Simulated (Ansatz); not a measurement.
**GaH2+ (triplet): from Hartree-Fock to the top rungs at scale of all distances = 2.377, aug-cc-pVTZ**

An exercise on one series of results from a longer session: the logs are not shown, and one member is left open.

Method: aug-cc-pVTZ, core rule «outside noble gas», up to 14 orbitals frozen; program: Ansatz 0.2.0, Gaussian basis.

Plan: UHF; CCSD(T) on ROHF; CCSD(T) on UHF; BCCD(T) on ROHF; CCSDT(Q) on ROHF; CCSDT(Q) on UHF; CASSCF and NEVPT2, 4 electrons in 6 orbitals; Full CI.

8 further runs of the same task are left out: 6 that didn't finish, 2 set aside as unsound or not needed.

### The geometry

The geometry derives from a PBE0/def2-TZVP stationary point (not a proven minimum). All distances are scaled together. No spin-orbit coupling is included. The filled d shell of Ga may be among the frozen orbitals whatever the setting's name suggests; the logs give the count.

3 atoms, charge 1, spin multiplicity 3.

Atoms are counted from 1 here; the program's logs count them from 0.

No contacts short enough for the rule that draws bonds.

The first run:

in.yaml

```yaml
crystal:
  periodic: [false, false, false]
  atoms:
    - {symbol: Ga, position_ang: [0.000000, 0.000000, -0.095598]}
    - {symbol: H, position_ang: [0.000000, 2.467925, 3.306426]}
    - {symbol: H, position_ang: [0.000000, -2.467925, 3.306426]}
basis:
  gaussian: {orbitals: aug-cc-pVTZ}
total_charge: 1
magnetization: {spin_polarized: true, initial_magnetization: 2}
hamiltonian: {xc: hf}
output: {orbitals: {seedname: orbitals}}
```

Command:

```sh
> ansatz run in.yaml --threads 1 --pin off --events-out ev --progress --plain --max-ram 2393MiB
```

Steps of the session up to this table: UHF; CCSD(T) on ROHF; CCSD(T) on UHF; BCCD(T) on ROHF; CCSDT(Q) on ROHF; CCSDT(Q) on UHF; CASSCF and NEVPT2, 4 electrons in 6 orbitals; Full CI.

One of the session's tables, all rows but one given; the rest of the session is left out.

It belongs to the step «Misses and costs». 

| method | from FCI (kcal/mol) |
| --- | --- |
| ROHF | +23.47 |
| UHF | +23.47 |
| RMP2 | +6.88 |
| UMP2 | +6.88 |
| RCCSD | +0.02 |
| UCCSD | +0.02 |
| RCCSD(T) | +0.01 |
| UCCSD(T) | +0.01 |
| BCCD(T) | +0.01 |
| RCCSDT | 0.00 |
| UCCSDT | 0.00 |
| RCCSDT(Q) | 0.00 |
| UCCSDT(Q) | 0.00 |
| CASSCF valence | ? |
| NEVPT2 valence | +0.48 |
| FCI | 0 |

Q: Estimate the row for CASSCF valence from the others.

The run gave: from FCI (kcal/mol): +1.58. In the column «from FCI (kcal/mol)» it lies between NEVPT2 valence (+0.48) and RMP2 (+6.88).

Caveats from the session: Levels on UHF freeze UHF's core orbitals, full CI those of ROHF, so the U rows can settle a little off it for that reason alone. Restricted and unrestricted rows rest on different reference determinants; where their highest levels disagree by more than a few hundredths of an eV, they describe different states and don't form one ladder.
